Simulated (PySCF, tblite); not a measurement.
# C₂H₁₃NSi₃: geometry, infrared bands and NMR shifts

Aim: predict the infrared bands and NMR shifts of C₂H₁₃NSi₃ (`CC[SiH2]N([SiH3])[SiH3]`).

The runs use tblite 0.8.0 and PySCF 2.14.0, with density-fitted response routines of our own; the level of theory stands in each step. All values are computed, except where a source is named. Atoms count from 0, in the outputs and in this text.

**1. The molecule as given**

19 atoms, charge 0, multiplicity 1; geometry from: force field or distance geometry start.

Bonds of the start (Å): C0–C1 1.53, C1–Si2 1.85, Si2–N3 1.70, N3–Si4 1.71, N3–Si5 1.69, C0–H6 1.10, C0–H7 1.10, C0–H8 1.09, C1–H9 1.09, C1–H10 1.11, Si2–H11 1.48, Si2–H12 1.49, Si4–H13 1.47, Si4–H14 1.48, Si4–H15 1.48, Si5–H16 1.48, Si5–H17 1.48, Si5–H18 1.49.

**2. Relaxing the molecule with GFN2-xTB**

The job: settings as JSON, then the geometry in Å.

```
{"job": {"kind": "relax", "xc": "GFN2-xTB", "basis": "xTB"}, "charge": 0, "multiplicity": 1}
C      2.670900     0.121900     0.217900
C      1.696100    -1.028000    -0.031100
Si     0.074500    -0.584800    -0.811800
N     -0.801500     0.590900     0.044900
Si    -1.495900    -0.076100     1.453700
Si    -2.027300     1.246900    -0.911000
H      2.915100     0.639400    -0.720300
H      2.242500     0.869500     0.909100
H      3.598200    -0.248200     0.662300
H      2.193700    -1.766700    -0.663300
H      1.514000    -1.543100     0.929800
H      0.383300    -0.050400    -2.158800
H     -0.759100    -1.800200    -1.005800
H     -2.171800     0.989600     2.216700
H     -2.463300    -1.143300     1.120800
H     -0.427900    -0.625100     2.323000
H     -2.978700     0.212300    -1.360100
H     -1.421200     1.913200    -2.084200
H     -2.751500     2.291600    -0.139300
```

Run with:

```console
$ OMP_NUM_THREADS=1 python probes_run.py task.json out
```

The driver reads the jobs from task.json and runs them one after another.

**Question.** This job is followed by: GFN2-xTB harmonic vibrations, gas phase; GIAO PBE0/pcSseg-1 NMR shielding, non-relativistic, gas phase. What will the session give for the following? strongest single infrared mode (GFN2-xTB); zero-point energy (GFN2-xTB); 13C shifts against TMS (PBE0/pcSseg-1); 1H shifts against TMS (PBE0/pcSseg-1, means over atoms taken as alike); 29Si shifts against TMS (PBE0/pcSseg-1, means over atoms taken as alike); 15N shifts against NH3 (PBE0/pcSseg-1); surface potential, 1st and 99th percentile.

**Answer**, as computed:

| quantity | value |
| --- | --- |
| strongest single infrared mode (GFN2-xTB) | 808 cm⁻¹, 871 km/mol |
| zero-point energy (GFN2-xTB) | 85.0 kcal/mol |
| 13C shifts against TMS (PBE0/pcSseg-1) | 9.3, 8.1 ppm |
| 1H shifts against TMS (PBE0/pcSseg-1, means over atoms taken as alike) | 4.84, 4.78, 1.16, 0.88 ppm |
| 29Si shifts against TMS (PBE0/pcSseg-1, means over atoms taken as alike) | -22.4, -46.7 ppm |
| 15N shifts against NH3 (PBE0/pcSseg-1) | -7.0 ppm |
| surface potential, 1st and 99th percentile | -0.18 V and 1.23 V |

What this shows: The optimisation took 102 steps and gained 0.522 eV; among the close pairs (by a distance rule), N3–Si5 changed most, from 1.687 to 1.745 Å. The lowest mode is imaginary (59i cm⁻¹), so the xTB geometry is not a minimum. The strongest single mode, at 808 cm⁻¹, has its largest shares on H15, H17, H16 and H13 (the list is cut at 4 atoms). GFN2-xTB is a fitted tight-binding method: band positions and strengths are rough. Its intensities can rank the bands wrongly. At PBE0/pcSseg-1: The largest span, 130 ppm, is at Si4, Si5, where the paramagnetic term is -485 ppm.
